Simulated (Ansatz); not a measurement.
The system is B2O.

```xyz
6
Lattice="2.8790 0.0000 0.0000 -1.4395 2.4933 0.0000 0.0000 0.0000 7.0520" Properties=species:S:1:pos:R:3 pbc="T T T"
O     0.0000    1.6622    4.8941
O     1.4395    0.8311    2.1579
B     0.0000    1.6622    6.8898
B     1.4395    0.8311    0.1622
B     0.0000    0.0000    4.3722
B     0.0000    0.0000    2.6798
```

| Property | Result |
| --- | --- |
| Program | Ansatz 0.2.0 |
| Task | single point |
| Functional | PBE |
| Potentials or basis | Ansatz PAW |
| Cutoff | 420 eV (not typed: the program's choice for these potentials) |
| k mesh | 11 × 11 × 4 |
| Occupations | fermi-dirac, width 0.05 eV |
| Spin | no spin polarisation |

On this cell: pressure -19.1 GPa; largest force 0.169 eV/Å; band gap on the k mesh none (metal or under the smearing width).

The same run follows on a disturbed copy (atoms moved at random, drawn with an rms of 0.05 Å):

```xyz
6
Lattice="2.8790 0.0000 0.0000 -1.4395 2.4933 0.0000 0.0000 0.0000 7.0520" Properties=species:S:1:pos:R:3 pbc="T T T"
O     0.0297    1.6848    4.8589
O     1.4514    0.8710    2.1724
B    -0.0425    1.6501    6.8758
B     1.4589    0.8085    0.1956
B    -0.0353   -0.0237    4.3307
B    -0.0084    0.0253    2.6872
```

Q: What changes?

A: The energy (extrapolated to zero smearing) moves by +12.0 meV/atom; pressure -18.0 GPa; largest force 0.858 eV/Å; band gap on the k mesh none (metal or under the smearing width).

Forces in eV/Å, atoms in the order of the input:
```
O   -0.049  0.019  0.248
O   -0.076 -0.154 -0.391
B    0.696  0.137  0.482
B   -0.639 -0.066 -0.508
B    0.027  0.079  0.832
B    0.041 -0.015 -0.663
```

Stress tensor (GPa, compression positive):
```
-30.32   1.65   0.01
  1.65 -26.93   0.92
  0.01   0.92   3.24
```

Caveats: so large a pressure means that the cell lies far from this level's equilibrium, or that cutoff or potentials fall short (some runs).
